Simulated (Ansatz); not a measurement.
# C2H8O2Si: a ladder of functionals and wavefunction methods

The task here is to estimate one member of a computed series from the others.

Program: Ansatz 0.2.0, Gaussian basis. Level of theory: functionals in def2-TZVPP, the program's frozen cores in correlated methods. These are calculated values, not measurements.

Levels to be run: PBE-D4, r2SCAN-D4, PBE0-D4, B3LYP-D4, ωB97X-V, ωB97M-V, B2PLYP; CCSD(T)/def2-TZVPP; MP2/def2-QZVPP; extrapolation to the limit.

## The geometry

An earlier PBE0-D4 in a triple-zeta def2 set relaxation fixed the geometry.

SMILES `CC(O)O[SiH3]`, 13 atoms, charge 0, spin multiplicity 1.

Atoms are counted from 1 here; the program's logs count them from 0.

Bond lengths: C1–C2 1.507 Å, C1–H6 1.091 Å, C1–H7 1.091 Å, C1–H8 1.091 Å, C2–O3 1.389 Å, C2–O4 1.414 Å, C2–H9 1.104 Å, O3–H10 0.962 Å, O4–Si5 1.645 Å, Si5–H11 1.490 Å, Si5–H12 1.488 Å, Si5–H13 1.480 Å. Angles: C2–C1–H6 109.2°, C2–C1–H7 110.1°, C2–C1–H8 110.5°, H6–C1–H7 109.1°, H6–C1–H8 109.1°, H7–C1–H8 108.8°, C1–C2–O3 107.8°, C1–C2–O4 111.4°, C1–C2–H9 110.6°, O3–C2–O4 108.6°, O3–C2–H9 110.3°, O4–C2–H9 108.1°, C2–O3–H10 108.1°, C2–O4–Si5 124.5°, O4–Si5–H11 110.1°, O4–Si5–H12 112.0°, O4–Si5–H13 106.4°, H11–Si5–H12 108.0° and more.

Set-up of the first run:

Input file in.yaml:

```yaml
crystal:
  periodic: [false, false, false]
  atoms:
    - {symbol: C, position_ang: [-0.444034, -1.403086, 0.738124]}
    - {symbol: C, position_ang: [-0.195749, 0.081952, 0.789809]}
    - {symbol: O, position_ang: [-1.077966, 0.629118, 1.712108]}
    - {symbol: O, position_ang: [-0.424434, 0.686270, -0.467378]}
    - {symbol: Si, position_ang: [0.701518, 0.813049, -1.659247]}
    - {symbol: H, position_ang: [-1.474230, -1.583163, 0.427218]}
    - {symbol: H, position_ang: [-0.286400, -1.843343, 1.723535]}
    - {symbol: H, position_ang: [0.232601, -1.879678, 0.026779]}
    - {symbol: H, position_ang: [0.847007, 0.291154, 1.086521]}
    - {symbol: H, position_ang: [-0.967565, 1.584437, 1.699789]}
    - {symbol: H, position_ang: [1.973291, 1.358125, -1.105139]}
    - {symbol: H, position_ang: [0.999345, -0.503800, -2.285755]}
    - {symbol: H, position_ang: [0.137114, 1.733966, -2.671563]}
basis:
  gaussian: {orbitals: def2-TZVPP}
hamiltonian: {xc: pbe, dispersion: d4}
output: {forces: true, orbitals: {seedname: orbitals}}
```

Run with:

```bash
$ ansatz run in.yaml --threads 4 --pin off --events-out ev --progress --plain --max-ram 10444MiB
```

Among the steps run: PBE-D4 (GGA); r2SCAN-D4 (meta-GGA); PBE0-D4 (hybrid); B3LYP-D4 (hybrid); ωB97X-V (range-separated); ωB97M-V (range-separated); B2PLYP (double hybrid); CCSD(T) in def2-TZVPP; MP2 in def2-QZVPP.

One table of the session follows, with a row left open; its other results are not shown here.

It belongs to the step «Atomisation energies». 

```
            method  atomisation energy (kJ/mol)
            PBE-D4                            ?
         r2SCAN-D4                       4807.2
           PBE0-D4                       4782.8
          B3LYP-D4                       4796.2
           ωB97X-V                       4819.0
           ωB97M-V                       4817.2
            B2PLYP                       4750.5
     HF/def2-TZVPP                       3498.1
    MP2/def2-TZVPP                       4755.2
   CCSD/def2-TZVPP                       4628.9
CCSD(T)/def2-TZVPP                       4691.5
           MP2/CBS                       4878.9
       CCSD(T)/CBS                       4815.3
```

Estimate the missing values for PBE-D4.

**Answer.** atomisation energy (kJ/mol): 4863.2. In the column «atomisation energy (kJ/mol)» it lies between ωB97X-V (4819.0) and MP2/CBS (4878.9).
